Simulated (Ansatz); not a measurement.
# TiAl3H: the cost of one run

Program: Ansatz 0.2.0. Level of theory: DFT LDA, scalar-relativistic, plane waves, PAW. These are calculated values, not measurements.

9 further runs of the same task are left out: 1 that didn't finish, 8 set aside as unsound or not needed.

### 1 Starting point

Symmetry: P2, No. 3, monoclinic system. The conventional cell has a = 5.013 Å, b = 22.068 Å, c = 5.013 Å, α = 90.00°, β = 115.59°, γ = 90.00°. Around Al (site symmetry 2) lie 5 Al at 2.67 to 2.84 Å and 2 Ti at 2.84 Å. Ti (site symmetry 2) has 11 Al at 2.67 to 2.88 Å as nearest neighbours. Al (site symmetry 2) has 3 Ti at 2.66 to 2.67 Å and 8 Al at 2.84 to 2.88 Å as nearest neighbours. Al (site symmetry 2) is surrounded by 7 Al at 2.67 to 2.88 Å and 4 Ti at 2.80 to 2.88 Å. Around Ti (site symmetry 2) lie 2 H at 1.83 Å. Al (site symmetry 2) has 3 Ti at 2.67 to 2.73 Å and 4 Al at 2.83 Å and 2 H at 3.05 Å as nearest neighbours. Only part of the 9 independent sites is listed.

Coordinates:

```cif
data_structure
_symmetry_space_group_name_H-M 'P 1'
_symmetry_Int_Tables_number 1
_cell_length_a 5.0133
_cell_length_b 5.0133
_cell_length_c 22.0677
_cell_angle_alpha 90.000
_cell_angle_beta 90.000
_cell_angle_gamma 64.415
_cell_volume 500.25
loop_
_atom_site_label
_atom_site_type_symbol
_atom_site_fract_x
_atom_site_fract_y
_atom_site_fract_z
_atom_site_occupancy
Al1 Al 0.50000 0.00000 0.18126 1
Al2 Al 0.00000 0.50000 0.18126 1
Ti1 Ti 0.50000 0.50000 0.24180 1
Al3 Al 0.00000 0.00000 0.24180 1
Al4 Al 0.00000 0.50000 0.30612 1
Al5 Al 0.50000 0.00000 0.30612 1
Ti2 Ti 0.00000 0.00000 0.36244 1
Al6 Al 0.50000 0.50000 0.36559 1
H1 H 0.00000 0.93517 0.44398 1
H2 H 0.00000 0.06483 0.44398 1
```

This is the geometry of the first run shown, built on a cell relaxed beforehand with the same method.

### 2 What is varied

Atoms count from 1 in the order of the input.

H2 lies flat over one site of a rigid substrate while its bond length and height are varied.

- distance H9-H10: 8 values from 0.650 to 2.650 Å
- height of the H2 axis above the plane of Al8: 9 values from 0.45 to 3.60 Å

Nothing else is relaxed. Points are written as (first, second).

### 3 The run at (0.650 Å, 1.73 Å)

A dipole layer in the vacuum cancels the field that periodic copies would set up if the slab's two faces differ.

input.yaml

```yaml
crystal:
  lattice:
    - [5.0133158832, 0.0, 0.0]
    - [2.1650041019, 4.5217356605, 0.0]
    - [0.0, 0.0, 22.0677223531]
  atoms:
    - { symbol: Al, position: [0.5, 0.0, 0.1812602105] }
    - { symbol: Al, position: [0.0, 0.5, 0.1812602105] }
    - { symbol: Ti, position: [0.5, 0.5, 0.2418017965] }
    - { symbol: Al, position: [0.0, 0.0, 0.2418017965] }
    - { symbol: Al, position: [0.0, 0.5, 0.3061179612] }
    - { symbol: Al, position: [0.5, 0.0, 0.3061179612] }
    - { symbol: Ti, position: [0.0, 0.0, 0.3624433202] }
    - { symbol: Al, position: [0.5, 0.5, 0.3655892631] }
    - { symbol: H, position: [0.0, -0.0648273533, 0.4439843041] }
    - { symbol: H, position: [0.0, 0.0648273533, 0.4439843041] }
basis:
  ecutwfc: 420
kpoints:
  mp_grid: { grid: [6, 6, 1] }
hamiltonian:
  xc: lda
  pseudopotentials: { kind: paw, azcp: { folder: soft_1 } }
scf:
  occupations: { method: gaussian, width: 0.1 }
output:
  forces: true
  eigenvalues: true
efield:
  axis: 3
  dipole_correction: true
  ramp_width: 0.04
```

Command:

```bash
$ ansatz run input.yaml --threads 1 --pin off --max-ram 3072MiB --backend cpu --events-out ev --progress --plain --runs-dir out
```

What time and memory should one allow on 1 thread of Arm Neoverse V1, shared host?

About 37 s, with a peak of 0.59 GiB.
